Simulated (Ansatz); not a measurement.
# Fe (Im-3m): equation of state

Aim: the bulk modulus of Fe (Im-3m) from energies at several volumes around the relaxed one. The run doesn't test whether this is the element's stable form.

The COD entry's cell or inner coordinates are ideal or old and differ from later refinements, so a difference from it is no clean test against experiment.

Program: Ansatz 0.2.0. Level of theory: DFT r²SCAN, scalar-relativistic, plane waves, PAW. These are calculated values, not measurements.

## (1) Starting point

Symmetry: Im-3m, No. 229, cubic system. Conventional cell: a = 2.868 Å, b = 2.868 Å, c = 2.868 Å, α = 90.00°, β = 90.00°, γ = 90.00°. Fe (site symmetry m-3m) is surrounded by 8 Fe at 2.48 Å.

As a file:

```
CELL_PARAMETERS angstrom
-1.43412 1.43412 1.43412
1.43412 -1.43412 1.43412
1.43412 1.43412 -1.43412
ATOMIC_POSITIONS crystal
Fe 0.00000 0.00000 0.00000
```

This cell comes from an earlier session at r²SCAN: 11.798 Å³/atom at 0.00 GPa, on a 22×22×22 mesh.

Volume factors to run: 0.980, 1.020, 0.960, 1.040.

## (2) Scaling the volume by 0.980

File input.yaml:

```yaml
crystal:
  lattice:
    - [-1.4244927995, 1.4244927995, 1.4244927995]
    - [1.4244927995, -1.4244927995, 1.4244927995]
    - [1.4244927995, 1.4244927995, -1.4244927995]
  atoms:
    - { symbol: Fe, position: [0.0, 0.0, 0.0], spin: 3.1 }
basis:
  ecutwfc: 500
  ecutrho_ratio: 4
kpoints:
  mp_grid: { grid: [22, 22, 22] }
hamiltonian:
  xc: r2scan
scf:
  occupations: { method: gaussian, width: 0.05 }
output:
  forces: true
  stress: true
  eigenvalues: true
  populations: true
magnetization:
  spin_polarized: true
```

Launch:

```sh
ansatz run input.yaml --threads 1 --pin off --max-ram 2560MiB --backend cpu --events-out ev --progress --plain --runs-dir out
```

The runs that follow: At 1.020 of the relaxed volume; Scaling the volume by 0.960; At 1.040 of the relaxed volume.

Before running it: what results should come out? Wanted: fit.

**Answer**, as computed:

| quantity | value |
| --- | --- |
| fit | poor, no modulus quoted |

The points don't follow one smooth curve, or give an unlikely pressure derivative, as when the electronic state or the structure changes between volumes; no modulus is quoted. These are values at 0 K without zero-point motion.
